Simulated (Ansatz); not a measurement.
**BFH₄SiZn: how energies converge with the basis set**

Aim: see how fast density functionals converge with the basis set for BFH₄SiZn.

Program: Ansatz 0.2.0, Gaussian basis. Level of theory: one geometry, several basis sets. These are calculated values, not measurements.

Levels to be run: PBE0-D4/def2-SVP; ωB97M-V/def2-SVP; PBE0-D4/def2-QZVPP; ωB97M-V/def2-QZVPP; the functionals' def2-TZVPP values are taken from earlier runs.

## 1. The geometry

The geometry comes from an earlier relaxation with PBE0-D4 in a triple-zeta def2 set; it is a stationary point, not always the lowest conformer.

8 atoms, charge 0, spin multiplicity 1.

Atoms are counted from 1 here; the program's logs count them from 0.

Bond lengths: F1–Zn2 1.760 Å, Zn2–B3 2.031 Å, B3–Si4 2.001 Å, B3–H5 1.198 Å, Si4–H6 1.488 Å, Si4–H7 1.497 Å, Si4–H8 1.488 Å. Angles: F1–Zn2–B3 179.3°, Zn2–B3–Si4 123.0°, Zn2–B3–H5 118.1°, Si4–B3–H5 118.7°, B3–Si4–H6 115.3°, B3–Si4–H7 102.6°, B3–Si4–H8 113.8°, H6–Si4–H7 108.2°, H6–Si4–H8 108.8°, H7–Si4–H8 107.5°.

Coordinates:

```xyz
8

F     1.85531   -2.80403    1.94285
Zn    1.32595   -1.29950    1.19858
B     0.69348    0.42751    0.33670
Si   -0.99621    0.56100   -0.72735
H     1.41010    1.38486    0.40040
H    -1.55703    1.93271   -0.86275
H    -0.56686    0.09480   -2.08396
H    -2.07264   -0.35434   -0.26027
```

## 2. PBE0-D4 in def2-SVP

in.yaml reads:

```yaml
crystal:
  periodic: [false, false, false]
  atoms:
    - {symbol: F, position_ang: [1.855314, -2.804034, 1.942848]}
    - {symbol: Zn, position_ang: [1.325952, -1.299499, 1.198581]}
    - {symbol: B, position_ang: [0.693476, 0.427510, 0.336698]}
    - {symbol: Si, position_ang: [-0.996215, 0.560995, -0.727347]}
    - {symbol: H, position_ang: [1.410105, 1.384856, 0.400401]}
    - {symbol: H, position_ang: [-1.557034, 1.932709, -0.862750]}
    - {symbol: H, position_ang: [-0.566856, 0.094800, -2.083964]}
    - {symbol: H, position_ang: [-2.072642, -0.354337, -0.260268]}
basis:
  gaussian: {orbitals: def2-SVP}
hamiltonian: {xc: pbe0, dispersion: d4}
output: {orbitals: {seedname: orbitals}}
```

Further steps of the session: ωB97M-V in def2-SVP; PBE0-D4 in def2-QZVPP; ωB97M-V in def2-QZVPP.

**Question.** What will the summary of the whole plan be? Wanted: PBE0-D4: double and triple zeta above quadruple; ωB97M-V: double and triple zeta above quadruple.

The runs gave:

```
                                       quantity           value
PBE0-D4: double and triple zeta above quadruple  15.74, 1.68 eV
ωB97M-V: double and triple zeta above quadruple  15.86, 1.61 eV
```

In words: For PBE0-D4 the step from double to triple zeta gains 14.06 eV and the next only 1.68 eV. Total energies overstate the basis error of differences, where much of it tends to cancel.
